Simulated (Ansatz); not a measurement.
**CH₅MgNO: up Jacob's ladder to CCSD(T)**

The task here is to estimate one member of a computed series from the others.

Computed with Ansatz 0.2.0, Gaussian basis. Level: functionals in def2-TZVPP, the program's frozen cores in correlated methods.

The runs, in order: LDA (SPW92), PBE-D4, revPBE-D4, BLYP-D4, r2SCAN-D4, B97M-V, PBE0-D4, B3LYP-D4, r2SCANh-D4, r2SCAN0-D4, HSE06-D4, BHLYP-D4, CAM-B3LYP-D4, LC-ωPBE, ωB97X-V, ωB97M-V, B2PLYP, PBE-QIDH; CCSD(T)/def2-SVP; CCSD(T)/def2-TZVPP; MP2/def2-QZVPP; extrapolation to the limit; RPA on PBE.

### The relaxed structure

An earlier PBE0-D4 in a triple-zeta def2 set relaxation fixed the geometry.

SMILES `C[O][Mg][NH2]`, 9 atoms, charge 0, spin multiplicity 1.

Atoms are counted from 1 here; the program's logs count them from 0.

Bond lengths: C1–O2 1.375 Å, C1–H5 1.100 Å, C1–H6 1.100 Å, C1–H7 1.100 Å, O2–Mg3 1.762 Å, Mg3–N4 1.881 Å, N4–H8 1.009 Å, N4–H9 1.009 Å. Angles: O2–C1–H5 111.9°, O2–C1–H6 111.8°, O2–C1–H7 111.8°, H5–C1–H6 107.0°, H5–C1–H7 107.0°, H6–C1–H7 107.0°, C1–O2–Mg3 179.6°, O2–Mg3–N4 180.0°, Mg3–N4–H8 126.4°, Mg3–N4–H9 126.4°, H8–N4–H9 107.2°.

The first run:

Input file in.yaml:

```yaml
crystal:
  periodic: [false, false, false]
  atoms:
    - {symbol: C, position_ang: [0.827753, 1.558800, -1.264994]}
    - {symbol: O, position_ang: [0.304262, 0.570703, -0.464951]}
    - {symbol: Mg, position_ang: [-0.356856, -0.700429, 0.560645]}
    - {symbol: N, position_ang: [-1.063194, -2.056879, 1.655237]}
    - {symbol: H, position_ang: [1.889665, 1.382367, -1.492051]}
    - {symbol: H, position_ang: [0.760478, 2.548661, -0.789812]}
    - {symbol: H, position_ang: [0.300126, 1.628207, -2.227770]}
    - {symbol: H, position_ang: [-1.521472, -2.899380, 1.343183]}
    - {symbol: H, position_ang: [-1.052161, -2.078350, 2.663514]}
basis:
  gaussian: {orbitals: def2-TZVPP}
hamiltonian: {xc: lda}
output: {orbitals: {seedname: orbitals}}
```

Started as:

```console
> ansatz run in.yaml --threads 4 --pin off --events-out ev --progress --plain --max-ram 10444MiB
```

Steps of the session up to this table: LDA; PBE-D4 (GGA); revPBE-D4 (GGA); BLYP-D4 (GGA); r2SCAN-D4 (meta-GGA); B97M-V (meta-GGA); PBE0-D4 (hybrid); B3LYP-D4 (hybrid); r2SCANh-D4 (hybrid); r2SCAN0-D4 (hybrid); HSE06-D4 (hybrid); BHLYP-D4 (hybrid); CAM-B3LYP-D4 (range-separated); LC-ωPBE (range-separated); ωB97X-V (range-separated); ωB97M-V (range-separated); B2PLYP (double hybrid); PBE-QIDH (double hybrid).

One table of the session follows, with a row left open; its other results are not shown here.

It belongs to the step «Orbital energies across the functionals». 

| functional | HOMO (eV) | gap (eV) |
| --- | --- | --- |
| LDA (SPW92) | -5.16 | 3.37 |
| PBE-D4 | -4.97 | 3.35 |
| revPBE-D4 | -4.90 | 3.38 |
| BLYP-D4 | -4.86 | 3.24 |
| r2SCAN-D4 | -5.21 | 4.09 |
| B97M-V | -5.24 | 3.64 |
| PBE0-D4 | -6.33 | 5.43 |
| B3LYP-D4 | -6.10 | 4.90 |
| r2SCANh-D4 | -5.73 | 4.82 |
| r2SCAN0-D4 | -6.50 | 5.91 |
| HSE06-D4 | -5.92 | 4.67 |
| BHLYP-D4 | -7.61 | 7.25 |
| CAM-B3LYP-D4 | -7.79 | 7.60 |
| LC-ωPBE | -9.20 | 10.14 |
| ωB97X-V | ? | ? |
| ωB97M-V | -8.73 | 9.07 |

**Question.** Estimate the row for ωB97X-V.

The run gave: HOMO (eV): -8.81; gap (eV): 9.56. In the column «HOMO (eV)» it lies between LC-ωPBE (-9.20) and ωB97M-V (-8.73).
